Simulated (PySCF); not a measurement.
# Si2H4ClF (SMILES F[SiH]([SiH3])Cl) at 6 levels

Aim: a comparison of 6 runs (HF/3-21G, B3LYP/def2-SVP, CAM-B3LYP/def2-SVP, M06-L/def2-SVP, PBE/def2-SVP, wB97X/def2-SVP) of Si2H4ClF. 

The calculation is run with PySCF 2.14.0.

3 further runs of the same task are left out: 3 set aside as unsound or not needed.

## 1. The system as given

Si2H4ClF has 8 atoms, charge 0, and is taken as a singlet. SMILES: `F[SiH]([SiH3])Cl`. Geometry: relaxed at PBE0-D4/def2-TZVP.

Bond lengths: F1–Si2 1.597 Å, Si2–Si3 2.339 Å, Si2–Cl4 2.049 Å, Si2–H5 1.481 Å, Si3–H6 1.487 Å, Si3–H7 1.486 Å, Si3–H8 1.485 Å. Some angles: F1–Si2–Si3 109.8°, F1–Si2–Cl4 107.9°, Si3–Si2–Cl4 109.0°, F1–Si2–H5 107.2°, Si3–Si2–H5 115.4°, Cl4–Si2–H5 107.3°, Si2–Si3–H6 110.0°, Si2–Si3–H7 108.3°, Si2–Si3–H8 109.2°, H6–Si3–H7 109.5°.

## 2. The energy at HF/3-21G (run 1)

File run.py:

```python
# F[SiH]([SiH3])Cl
from pyscf import gto, scf

system = gto.Mole()
system.atom = '''
F       -1.329000       1.796800       0.161200
Si      -0.382900       0.812800      -0.667700
Si       0.539000      -0.793000       0.761300
Cl      -1.534100      -0.130100      -2.075900
H        0.596600       1.655400      -1.392300
H        1.355700      -0.131100       1.812300
H        1.403500      -1.693800      -0.044400
H       -0.556600      -1.574100       1.389600
'''
system.max_memory = 1860
system.verbose = 4
system.basis = '3-21g'
system.spin = 0
system.build()

calc0 = scf.RHF(system)
calc0.conv_tol = 1e-10
calc0.kernel()
if not calc0.converged:
    calc0 = calc0.newton().run(calc0.mo_coeff, calc0.mo_occ)

energy = calc0.e_tot
print('E(%s) = %.9f' % ('HF', energy))
```

Run with:

```console
$ OMP_NUM_THREADS=1 python run.py
```

Log:

```text
PySCF version 2.14.0

[... 62 lines left out ...]
converged SCF energy = -1133.39418503744
E(HF) = -1133.394185037
```

Wall time 0.91 s (1 thread of Intel Xeon at 2.70GHz, shared host); peak memory 0.11 GiB.

## 3. The energy at B3LYP/def2-SVP (run 2)

File run.py:

```python
from pyscf import gto, dft

system = gto.M(
    atom='''
F     -2.511446     3.395460     0.304624
Si    -0.723576     1.535969    -1.261770
Si     1.018562    -1.498553     1.438648
Cl    -2.899029    -0.245853    -3.922882
H      1.127411     3.128253    -2.631066
H      2.561902    -0.247743     3.424751
H      2.652231    -3.200818    -0.083904
H     -1.051822    -2.974618     2.625963
''',
    spin=0,
    verbose=3,
    charge=0,
    unit='bohr',
    max_memory=1860,
    basis='def2-svp',
)

mf = dft.RKS(system)
mf.xc = 'b3lyp'
mf.grids.level = 5
mf.conv_tol = 1e-10
mf.kernel()
if not mf.converged:
    mf = mf.newton().run(mf.mo_coeff, mf.mo_occ)

e_final = mf.e_tot
print('E(%s) = %.9f' % ('B3LYP', e_final))
```

Run with:

```console
$ OMP_NUM_THREADS=1 python run.py
```

Log:

```text
converged SCF energy = -1141.17574343488
E(B3LYP) = -1141.175743435
```

It took 19 s on 1 thread of Intel Xeon at 2.70GHz, shared host; peak memory 0.46 GiB.

Runs 3 to 4 aren't shown in full; the table further down has their settings and results.

## 4. The energy at PBE/def2-SVP (run 5)

File input.py:

```python
from pyscf import gto, dft

molecule = gto.M(
    atom='''
F     -2.511446     3.395460     0.304624
Si    -0.723576     1.535969    -1.261770
Si     1.018562    -1.498553     1.438648
Cl    -2.899029    -0.245853    -3.922882
H      1.127411     3.128253    -2.631066
H      2.561902    -0.247743     3.424751
H      2.652231    -3.200818    -0.083904
H     -1.051822    -2.974618     2.625963
''',
    unit='bohr',
    max_memory=1860,
    charge=0,
    verbose=4,
    basis='def2-svp',
)

calc0 = dft.RKS(molecule, xc='pbe')
calc0.conv_tol = 1e-10
calc0.grids.level = 5
calc0.kernel()
if not calc0.converged:
    calc0 = calc0.newton().run(calc0.mo_coeff, calc0.mo_occ)

etot = calc0.e_tot
print('Final energy', etot)
```

Run with:

```console
$ OMP_NUM_THREADS=1 python input.py
```

Log:

```text
PySCF version 2.14.0

[... 79 lines left out ...]
converged SCF energy = -1140.5261483191
Final energy -1140.526148319103
```

Wall time 19 s (1 thread of Intel Xeon at 2.70GHz, shared host); peak memory 0.46 GiB.

## 5. The energy at wB97X/def2-SVP (run 6)

File run.py:

```python
from pyscf import gto, dft

system = gto.M(
    atom=[
    ('F', (-1.329000, 1.796800, 0.161200)),
    ('Si', (-0.382900, 0.812800, -0.667700)),
    ('Si', (0.539000, -0.793000, 0.761300)),
    ('Cl', (-1.534100, -0.130100, -2.075900)),
    ('H', (0.596600, 1.655400, -1.392300)),
    ('H', (1.355700, -0.131100, 1.812300)),
    ('H', (1.403500, -1.693800, -0.044400)),
    ('H', (-0.556600, -1.574100, 1.389600)),
],
    spin=0,
    charge=0,
    basis='def2-svp',
    max_memory=1860,
    verbose=3,
)

mf = dft.RKS(system, xc='wb97x')
mf.conv_tol = 1e-10
mf.grids.level = 5
mf.kernel()
if not mf.converged:
    mf = mf.newton().run(mf.mo_coeff, mf.mo_occ)

e_final = mf.e_tot
print('E(%s) = %.9f' % ('WB97X', e_final))
```

Run with:

```console
$ OMP_NUM_THREADS=1 python run.py
```

Log:

```text
converged SCF energy = -1141.09001672544
E(WB97X) = -1141.090016725
```

Wall time 26 s (1 thread of Intel Xeon at 2.70GHz, shared host); peak memory 0.46 GiB.

## 6. The series

```csv
run,level,integration grid,energy (Eh),dipole moment (D),HOMO energy (eV),LUMO energy (eV),wall time
1,HF/3-21G,–,-1133.394185,3.01,-11.47,2.87,0.91 s
2,B3LYP/def2-SVP,5,-1141.175743,1.52,-8.08,-0.39,19 s
3,CAM-B3LYP/def2-SVP,5,-1141.116700,1.59,-9.59,0.90,26 s
4,M06-L/def2-SVP,5,-1141.115627,1.62,-7.41,-0.90,32 s
5,PBE/def2-SVP,5,-1140.526148,1.38,-7.05,-1.11,19 s
6,wB97X/def2-SVP,5,-1141.090017,1.65,-10.64,1.83,26 s
```

## 7. Results

| quantity | value |
| --- | --- |
| run 6: total energy | -1141.09002 Eh |
| run 6: dipole moment | 1.65 D |
| run 6: HOMO energy | -10.64 eV |
| run 6: LUMO energy | 1.83 eV |
| run 6: HOMO–LUMO gap | 12.47 eV |

**Reading.** The dipole moment (its size) runs from 1.38 D (PBE/def2-SVP) to 3.01 D (HF/3-21G). The two ends differ in method and basis. The HOMO–LUMO gap runs from 5.94 eV (PBE/def2-SVP) to 14.33 eV (HF/3-21G). Totals of different functionals can't be ranked against each other. All runs together took 2.1 min, the longest 32 s.
